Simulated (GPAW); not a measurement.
Zr3MoC:

```
Zr Mo C
1.0
     4.94251    0.00000    0.00000
     0.00000    4.94251    0.00000
     0.00000    0.00000    4.94251
Zr Mo C
3 1 1
Direct
  0.50000 0.00000 0.00000
  0.00000 0.50000 0.00000
  0.00000 0.00000 0.50000
  0.00000 0.00000 0.00000
  0.50000 0.50000 0.50000
```

The cell was built by a generator and needn't be a form met in nature.

```yaml
Program: GPAW 26.7.0
Task: relaxation of cell and atoms
Functional: revPBE
Potentials_or_basis: the program's PAW data sets (release 1.2.1) made for this functional
Cutoff: 800 eV
Basis: pw
k_mesh: 5 × 5 × 5
Occupations: fermi-dirac, width 0.05 eV
Spin: no spin polarisation
```

At the start: pressure 1.7 GPa; volume 24.15 Å³/atom.

Problem. How do energy, volume and symmetry change on relaxing?

Solution. Over 3 steps the energy falls by 2.9 meV/atom and the volume is 24.70 Å³/atom (+2.3 %); space group Pm-3m (No. 221, to 0.05 Å).

Step by step:
| step | energy change (eV) | largest force (eV/Å) | pressure (GPa) | volume (Å³) |
| --- | --- | --- | --- | --- |
| 1 | 0.0000 | 0.0000 | 1.72 | 120.74 |
| 2 | -0.0027 | 0.0000 | 1.54 | 121.01 |
| 3 | -0.0145 | 0.0000 | 0.03 | 123.48 |

Final structure:
```
Zr Mo C
1.0
     4.97963    0.00000    0.00000
     0.00000    4.97963    0.00000
     0.00000    0.00000    4.97963
Zr Mo C
3 1 1
Direct
  0.50000 0.00000 0.00000
  0.00000 0.50000 0.00000
  0.00000 0.00000 0.50000
  0.00000 0.00000 0.00000
  0.50000 0.50000 0.50000
```

Caveat: later steps reuse the first step's grids.
